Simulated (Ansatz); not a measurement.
Consider a ranking of polymorphs by energy of 2 structures of Fe3Ge (the Ansatz DFT code, driven from Python).

`polymorphs.py`:
```python
'''Which structure of Fe3Ge is lowest in energy, after relaxing cells and atoms.'''

import ansatz as az
import numpy as np
import spglib

config = {
    'cutoff_ev': 420,
    'k_spacing': 0.3,
    'filling': 'cold',
    'width_ev': 0.1,
}

PHASES = {
    'Fm-3m': (
        [(0.0, 2.87559, 2.87559), (2.87559, 0.0, 2.87559), (2.87559, 2.87559, 0.0)],
        [
            ('Fe', (0.5, 0.5, 0.5)),
            ('Fe', (0.25, 0.25, 0.25)),
            ('Fe', (0.75, 0.75, 0.75)),
            ('Ge', (0.0, 0.0, 0.0)),
        ],
    ),
    'Pm-3m': (
        [(3.6605, 0.0, 0.0), (0.0, 3.6605, 0.0), (0.0, 0.0, 3.6605)],
        [
            ('Fe', (0.0, 0.5, 0.5)),
            ('Fe', (0.5, 0.5, 0.0)),
            ('Fe', (0.5, 0.0, 0.5)),
            ('Ge', (0.0, 0.0, 0.0)),
        ],
    ),
}
MOMENTS = {'Fe': 3.5}  # parallel starting moments in muB


def build(vectors, sites):
    crystal = az.Crystal(lattice=az.Lattice.of(vectors))
    for symbol, position in sites:
        crystal = crystal.atom(symbol, position)
    return crystal


def compute(name, crystal):
    calc = crystal.calculation()
    calc = calc.functional(az.Functional.LDA).basis(config['cutoff_ev'], xc_grid=1)
    calc = calc.accuracy('medium').kpoints(spacing=config['k_spacing'])
    calc = calc.occupations(config['filling'], width=config['width_ev'])
    calc = calc.spin('collinear')
    calc = calc.stress()
    calc = calc.band_table()
    calc = calc.relax(force_tolerance=0.02, max_steps=60, cell=True)
    return calc.run(threads=1)


def space_group(outcome):
    sites = outcome.report['lattice']['sites']
    kinds = sorted({site['symbol'] for site in sites})
    cell = (outcome.lattice.cell_ang, [site['position_frac'] for site in sites], [kinds.index(site['symbol']) for site in sites])
    return spglib.get_spacegroup(cell, symprec=0.01)


def pressure_gpa(outcome):
    return float(np.trace(outcome.report['stress_gpa']) / 3)


def volume_per_atom(outcome):
    return abs(np.linalg.det(outcome.lattice.cell_ang)) / len(outcome.lattice.sites)

phases = {name: build(*cell) for name, cell in PHASES.items()}
for name in ['Fm-3m', 'Pm-3m']:
    phases[name] = phases[name].moments({e: m for e, m in MOMENTS.items() if e in phases[name].species()})

done = {}
for name, crystal in phases.items():
    done[name] = compute(name, crystal)
    print(f'{name}: {done[name].report["energy_sigma0_ev"]:.4f} eV, {len(done[name].lattice.sites)} atoms')

energy = {name: o.report['energy_sigma0_ev'] / len(o.lattice.sites) for name, o in done.items()}
lowest = min(energy.values())
rows = [(name, len(o.lattice.sites), 1000 * (energy[name] - lowest), space_group(o), pressure_gpa(o), volume_per_atom(o), abs(o.report['magnetization_mub']) / len(o.lattice.sites)) for name, o in done.items()]
rows.sort(key=lambda row: row[2])
print('| phase | atoms | dE (meV/atom) | space group | P (GPa) | V (A^3/atom) | M (muB/atom) |')
print('| --- | --- | --- | --- | --- | --- | --- |')
for row in rows:
    print(f'| {row[0]} | {row[1]:d} | {row[2]:.1f} | {row[3]} | {row[4]:.2f} | {row[5]:.3f} | {row[6]:.2f} |')
print('lowest in energy:', rows[0][0])
```

Which of these structures comes out lowest, and how far apart are they?

By space group at the end of each run: Fm-3m (+0 meV an atom, 10.8 Å³) and Pm-3m (+55 meV an atom, 11.1 Å³).

The run itself:

Output of `python polymorphs.py`:
```text
Fm-3m: -17476.2697 eV, 4 atoms
Pm-3m: -17476.0490 eV, 4 atoms
| phase | atoms | dE (meV/atom) | space group | P (GPa) | V (A^3/atom) | M (muB/atom) |
| --- | --- | --- | --- | --- | --- | --- |
| Fm-3m | 4 | 0.0 | Fm-3m (225) | -0.00 | 10.801 | 1.23 |
| Pm-3m | 4 | 55.2 | Pm-3m (221) | -0.00 | 11.085 | 1.49 |
lowest in energy: Fm-3m
```

Caveats:
- These settings explore the input space; cutoff and mesh may be short of convergence.
- Other magnetic orders than the one started from may lie lower.
- For the metals among these phases the mesh is modest: differences between phases can be off by up to 40 meV an atom.
- Pressure is positive in compression.
- The cells come from databases of deposited and of computed structures, and not all need be stable phases.
- The ranking holds among these structures alone, at zero temperature; the ground state may be another structure. Magnetic phases start from parallel moments and may not end in their lowest magnetic state. Differences under about 40 meV an atom lie within the error of mesh and functional.
- Run time: 71 s on 1 thread of Arm Neoverse V2, on a shared host, peak memory 0.46 GiB.
